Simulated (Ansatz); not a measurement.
Write a Python script for Ansatz's Python interface that makes a single point from a YAML input of K₃GaCl₆, space group Fm-3m. Level of theory: PBEsol, PAW, cutoff 470 eV, 3×3×3 k-points, fixed occupations.

Input file `input.yaml`:
```yaml
crystal:
  lattice:
    - [0.0, 5.341032, 5.341032]
    - [5.341032, 0.0, 5.341032]
    - [5.341032, 5.341032, 0.0]
  atoms:
    - { symbol: K, position: [0.75, 0.75, 0.75] }
    - { symbol: K, position: [0.25, 0.25, 0.25] }
    - { symbol: K, position: [0.5, 0.5, 0.5] }
    - { symbol: Ga, position: [0.0, 0.0, 0.0] }
    - { symbol: Cl, position: [0.776427, 0.223573, 0.223573] }
    - { symbol: Cl, position: [0.223573, 0.223573, 0.776427] }
    - { symbol: Cl, position: [0.223573, 0.776427, 0.776427] }
    - { symbol: Cl, position: [0.223573, 0.776427, 0.223573] }
    - { symbol: Cl, position: [0.776427, 0.223573, 0.776427] }
    - { symbol: Cl, position: [0.776427, 0.776427, 0.223573] }
kpoints:
  mp_grid: { grid: [3, 3, 3] }
hamiltonian:
  xc: pbesol
scf:
  occupations: { method: fixed }
basis:
  ecutwfc: "470 eV"
output:
  forces: true
  stress: true
```

The script, `k3gacl6_yaml_run.py`:
```python
"""K3GaCl6 from YAML text."""

import json

import ansatz
import numpy as np


def main() -> None:
    res = ansatz.Session.from_deck("input.yaml").plan().execute()
    rep = res.report

    print(f"free energy      {rep['free_energy_ev']:.5f} eV")
    print(f"per atom         {rep['free_energy_ev'] / len(res.lattice.sites):.5f} eV")
    print(f"SCF iterations   {rep['n_iterations']}  (converged: {rep['converged']})")

    # pressure is a third of the trace
    print("pressure by term (GPa)")
    for term, tensor in rep["stress_terms_gpa"].items():
        if np.any(tensor):
            print(f"  {term:28s} {np.trace(np.array(tensor)) / 3:12.3f}")
    print(f"  {'total':28s} {np.trace(np.array(rep['stress_gpa'])) / 3:12.3f}")

    # forces, one row an atom
    print("forces (eV/A)")
    for site, force in zip(res.lattice.sites, rep["forces_ev_ang"]):
        print(f"  {site.symbol:2s} {force[0]:9.4f} {force[1]:9.4f} {force[2]:9.4f}")

    used = rep["setup"]
    print("cutoffs (eV):", used["ecut_ev"], used["ecutrho_ev"], " FFT grid:", used["fft_dense"])
    print("cell volume {:.3f} A^3, {} symmetry operations".format(used["cell_volume_ang3"], used["n_sym_ops"]))

    keep = ["free_energy_ev", "energy_sigma0_ev", "fermi_energy_ev", "n_iterations", "converged", "magnetization_mub", "n_kpoints"]
    with open("k3gacl6.json", "w") as handle:
        json.dump({key: rep[key] for key in keep}, handle, indent=1)


if __name__ == "__main__":
    main()
```

```console
$ python k3gacl6_yaml_run.py
free energy      -14671.90276 eV
per atom         -1467.19028 eV
SCF iterations   7  (converged: True)
pressure by term (GPa)
  kinetic                           644.862
  hartree                           441.780
  ewald                            -719.605
  local_pseudopotential            -216.805
  nonlocal_pseudopotential           38.479
  augmentation                      -16.966
  nlcc                              -79.694
  xc                                -93.313
  augmentation_tail                  -0.001
  scf_correction                      0.001
  pulay_correction                    0.005
  total                              -1.256
forces (eV/A)
  K     0.0000   -0.0000    0.0000
  K     0.0000   -0.0000    0.0000
  K     0.0000    0.0000    0.0000
  Ga    0.0000   -0.0000   -0.0000
  Cl   -0.1664    0.0000   -0.0000
  Cl    0.0000   -0.0000   -0.1664
  Cl    0.1664   -0.0000    0.0000
  Cl   -0.0000   -0.1664    0.0000
  Cl    0.0000    0.1664    0.0000
  Cl    0.0000   -0.0000    0.1664
cutoffs (eV): 470.0 1880.0  FFT grid: [54, 54, 54]
cell volume 304.723 A^3, 48 symmetry operations
```

`k3gacl6.json`, as written:
```json
{
 "free_energy_ev": -14671.902763932767,
 "energy_sigma0_ev": -14671.902763932767,
 "fermi_energy_ev": 1.147114673961821,
 "n_iterations": 7,
 "converged": true,
 "magnetization_mub": 0.0,
 "n_kpoints": 4
}
```

Absolute energies stand on the zero of these potentials, so only differences at equal settings mean something. Pressure is positive in compression. The structure comes from a database of computed cells and needn't be a stable or known phase. Timing: 5 s on 1 thread of Arm Neoverse V1, on a shared host, peak memory 0.58 GiB.
